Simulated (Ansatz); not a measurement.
# CuP (rocksalt): equation of state

The task here is to estimate one member of a computed series from the others.

Program: Ansatz 0.2.0. Level of theory: DFT r²SCAN, scalar-relativistic, plane waves, PAW. These are calculated values, not measurements.

1 further run of the same task is left out (it didn't finish). Runs told in other sessions of the task aren't counted.

## The structure to begin with

Symmetry: Fm-3m, No. 225, cubic system. The conventional cell has a = 4.816 Å, b = 4.816 Å, c = 4.816 Å, α = 90.00°, β = 90.00°, γ = 90.00°. Cu (site symmetry m-3m) is surrounded by 6 P at 2.41 Å. P (site symmetry m-3m) is surrounded by 6 Cu at 2.41 Å.

Structure file:

```
CELL_PARAMETERS angstrom
0.00000 2.40786 2.40786
2.40786 0.00000 2.40786
2.40786 2.40786 0.00000
ATOMIC_POSITIONS crystal
Cu 0.50000 0.50000 0.50000
P 0.00000 0.00000 0.00000
```

This cell comes from an earlier session at r²SCAN: 13.960 Å³/atom at 0.01 GPa, on a 12×12×12 mesh.

Volume factors to run: 0.980, 1.020, 0.960, 1.040, 1.070.

The first run:

input.yaml

```yaml
crystal:
  lattice:
    - [0.0, 2.391702134, 2.391702134]
    - [2.391702134, 0.0, 2.391702134]
    - [2.391702134, 2.391702134, 0.0]
  atoms:
    - { symbol: Cu, position: [0.5, 0.5, 0.5] }
    - { symbol: P, position: [0.0, 0.0, 0.0] }
basis:
  ecutwfc: 500
  ecutrho_ratio: 4
kpoints:
  mp_grid: { grid: [12, 12, 12] }
hamiltonian:
  xc: r2scan
scf:
  occupations: { method: gaussian, width: 0.05 }
output:
  forces: true
  stress: true
  eigenvalues: true
```

Command:

```
$ ansatz run input.yaml --threads 2 --pin off --max-ram 2662MiB --backend cpu --events-out ev --progress --plain --runs-dir out
```

Among the steps run: Scaling the volume by 0.980; Scaling the volume by 1.020; Volume × 0.960; Volume × 1.040; Volume × 1.070.

One of the session's tables, all rows but one given; the rest of the session is left out.

It belongs to the step «The fit». 

```
volume (Å³/atom)  energy (meV/atom)  pressure (GPa)
          13.402               9.37            5.61
          13.681                  ?               ?
          13.960               0.00            0.01
          14.240               2.11           -2.32
          14.519               7.98           -4.39
          14.938              23.12           -7.14
```

Q: Estimate the row for volume (Å³/atom) = 13.681 from the others.

Worked estimate for «energy (meV/atom)». A straight line through the neighbours (13.402, 9.37) and (13.960, 0.00) gives 9.37 + (0.00 − 9.37) × (13.681 − 13.402) / (13.960 − 13.402) = 4.69; a parabola fitted to 3 rows on both sides gives 2.43.

The run gave: energy (meV/atom): 2.24; pressure (GPa): 2.65. In «energy (meV/atom)» the line misses by +2.45 and the parabola by +0.19.
